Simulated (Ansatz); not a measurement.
Crystal: GaF.

```
Ga F
1.0
     3.16592    0.00000    0.00000
     0.00000    3.16592    0.00000
     0.00000    0.00000    3.16592
Ga F
1 1
Direct
  0.00000 0.00000 0.00000
  0.50000 0.50000 0.50000
```

The cell was built by a generator and needn't be a form met in nature.

Base run:

| Item | Value |
| --- | --- |
| Program | Ansatz 0.2.0 |
| Functional | r2SCAN0 form with a typed share of exact exchange |
| Potentials or basis | Ansatz PAW |
| Cutoff | 500 eV (not typed: the program's choice for these potentials) |
| k mesh | 5 × 5 × 5 |
| Occupations | fermi-dirac, width 0.05 eV |
| Spin | no spin polarisation |

Its results: band gap on the k mesh 2.53 eV, indirect (least direct gap 3.08 eV); pressure -2.1 GPa.

The run is repeated on the same cell with these changes: share of exact exchange from 0 to 0.5. What comes out?

Band gap on the k mesh 4.96 eV, indirect (least direct gap 6.35 eV); pressure -1.1 GPa.

Caveats: odd divisions of the mesh miss points on the zone boundary, where band edges often lie, so the gap on the mesh can be too wide; the PAW data sets come from PBE, with cores solved anew for the run's functional, which leaves a small shift of forces and pressure; the thresholds are loose for stress (some runs).

A k mesh can miss the band edges.
